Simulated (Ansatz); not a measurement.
## Molecular dynamics of BaTiO3

The input (input.yaml):

```yaml
crystal:
  lattice:
    - [5.667718, 0.0, 0.0]
    - [0.0, 8.015363, 0.0]
    - [0.0, 0.0, 19.084647]
  atoms:
    - { symbol: Ba, position: [0.5, 0.25, 0.0523981] }
    - { symbol: Ti, position: [0.0, 0.0, 0.0523981] }
    - { symbol: O, position: [0.25, 0.0, 0.1266426] }
    - { symbol: O, position: [0.75, 0.0, 0.1266426] }
    - { symbol: O, position: [0.0, 0.25, 0.0523981] }
    - { symbol: Ba, position: [0.027428, 0.26353747, 0.21850066] }
    - { symbol: Ti, position: [0.54006482, 0.012475, 0.22806525] }
    - { symbol: O, position: [0.77312562, 0.03951929, 0.28386234] }
    - { symbol: O, position: [0.28725097, 0.00170026, 0.28004605] }
    - { symbol: O, position: [0.52091593, 0.24074327, 0.1998118] }
    - { symbol: Ba, position: [0.48979337, 0.2822529, 0.39608101] }
    - { symbol: Ti, position: [-0.01263444, 0.02326313, 0.38185097] }
    - { symbol: O, position: [0.19579519, 0.03557124, 0.44869627] }
    - { symbol: O, position: [0.73349647, -0.01292403, 0.43124309] }
    - { symbol: O, position: [-0.02379598, 0.25750109, 0.36819984] }
    - { symbol: Ba, position: [0.5, 0.75, 0.0523981] }
    - { symbol: Ti, position: [0.0, 0.5, 0.0523981] }
    - { symbol: O, position: [0.25, 0.5, 0.1266426] }
    - { symbol: O, position: [0.75, 0.5, 0.1266426] }
    - { symbol: O, position: [0.0, 0.75, 0.0523981] }
    - { symbol: Ba, position: [0.01588028, 0.74535405, 0.21319702] }
    - { symbol: Ti, position: [0.51059203, 0.49585787, 0.22217926] }
    - { symbol: O, position: [0.78769329, 0.50059133, 0.27479572] }
    - { symbol: O, position: [0.28163848, 0.48250818, 0.29008865] }
    - { symbol: O, position: [0.52692392, 0.75993085, 0.19232874] }
    - { symbol: Ba, position: [0.43533129, 0.76123016, 0.40406095] }
    - { symbol: Ti, position: [-0.02733803, 0.50893383, 0.3810536] }
    - { symbol: O, position: [0.19572128, 0.52151117, 0.44204752] }
    - { symbol: O, position: [0.72888243, 0.5062099, 0.43754191] }
    - { symbol: O, position: [-0.0228729, 0.76176141, 0.36248944] }
basis:
  ecutwfc: 420.0
kpoints:
  mp_grid: { grid: [2, 2, 1] }
hamiltonian:
  xc: pbe
  pseudopotentials: { kind: paw, azcp: { folder: soft_1 } }
scf:
  occupations: { method: fermi_dirac, width: 0.05 }
  lower_state_search: "off"
md:
  timestep: 1
  n_steps: 180
  ensemble: nvt_langevin
  temperature: 1050.0
  initial_velocities: maxwell_boltzmann
  seed: 442142
  friction: 0.01
  constraints: [{ sites: [0, 1, 2, 3, 4, 15, 16, 17, 18, 19] }]
```

Command:

```bash
$ ansatz run input.yaml --threads 4 --pin off --max-ram 10240MiB --backend cpu --events-out ev --progress --plain --runs-dir out
```

It goes on from the last frame of an earlier run, with new velocities.

Output, in part (step lines):

```
md step     0: t =     0.00 fs  T =  1050.0 K  F+E_penalty+E_count = -60942.81039553 eV  E_kin = 2.714460 eV  (34 SCF iters)
md step     1: t =     1.00 fs  T =   983.9 K  F+E_penalty+E_count = -60942.74345382 eV  E_kin = 2.543620 eV  (17 SCF iters)
md step     2: t =     2.00 fs  T =  1018.0 K  F+E_penalty+E_count = -60942.69099701 eV  E_kin = 2.631732 eV  (16 SCF iters)
md step     3: t =     3.00 fs  T =   987.2 K  F+E_penalty+E_count = -60942.65603040 eV  E_kin = 2.552041 eV  (17 SCF iters)
md step     4: t =     4.00 fs  T =   950.0 K  F+E_penalty+E_count = -60942.63832325 eV  E_kin = 2.456034 eV  (17 SCF iters)
md step     5: t =     5.00 fs  T =   962.6 K  F+E_penalty+E_count = -60942.64244020 eV  E_kin = 2.488422 eV  (10 SCF iters)
md step     6: t =     6.00 fs  T =   986.1 K  F+E_penalty+E_count = -60942.66531771 eV  E_kin = 2.549141 eV  (11 SCF iters)
md step     7: t =     7.00 fs  T =   989.4 K  F+E_penalty+E_count = -60942.69998344 eV  E_kin = 2.557783 eV  (10 SCF iters)
[... lines left out ...]
md step   180: t =   180.00 fs  T =   752.1 K  F+E_penalty+E_count = -60942.05753387 eV  E_kin = 1.944200 eV  (15 SCF iters)
```

The steps, from the saved trajectory:

```tsv
time (fs)	T (K)	potential energy less start (eV)
0	1050	0.000
6	986	0.145
12	1096	-0.076
18	997	-0.211
24	913	-0.128
30	880	0.075
36	929	0.095
42	946	0.083
48	914	0.220
54	915	0.402
60	833	0.816
66	789	1.057
72	953	0.874
78	1019	0.643
84	944	0.645
90	877	0.843
96	1047	0.628
102	965	0.418
108	906	0.458
114	779	0.660
120	793	0.687
126	883	0.322
132	1054	-0.012
138	1027	0.194
144	1134	0.183
150	975	0.371
156	781	0.802
162	906	0.597
168	1109	0.015
174	965	0.147
180	752	0.753
```

The run went to its last step. A run of 0.18 ps of so small a system gives no equilibrium averages. Limits of this set-up: coarse k mesh, thin slab, slab without dipole correction, a typed lattice constant that wasn't relaxed here.

Mean squared displacements from the first frame to the last: Ba 0.08 Å², Ti 0.07 Å², O 0.10 Å².

Last frame:

```xyz
30
Lattice="5.6677 0.0000 0.0000 0.0000 8.0154 0.0000 0.0000 0.0000 19.0846" Properties=species:S:1:pos:R:3
Ba 2.834 2.004 1.000
Ti 0.000 0.000 1.000
O 1.417 0.000 2.417
O 4.251 0.000 2.417
O 0.000 2.004 1.000
Ba -0.082 2.360 4.103
Ti 2.798 -0.047 4.028
O 3.877 0.002 5.387
O 1.300 0.166 4.964
O 2.816 2.266 3.860
Ba 2.407 2.058 7.368
Ti -0.360 0.044 7.456
O 0.929 0.289 8.544
O 4.030 0.365 8.544
O -0.106 2.107 6.914
Ba 2.834 6.011 1.000
Ti 0.000 4.008 1.000
O 1.417 4.008 2.417
O 4.251 4.008 2.417
O 0.000 6.011 1.000
Ba 0.023 6.159 4.101
Ti 2.835 4.174 4.191
O 4.339 4.332 5.241
O 1.461 4.384 5.474
O 2.821 6.200 3.610
Ba 2.459 6.198 7.979
Ti -0.210 4.238 7.201
O 1.083 4.125 8.297
O 4.042 4.056 8.195
O -0.367 6.336 7.004
```

Run time: 33 min on 4 threads of Arm Neoverse V2 (shared host), peak memory 2.9 GiB.
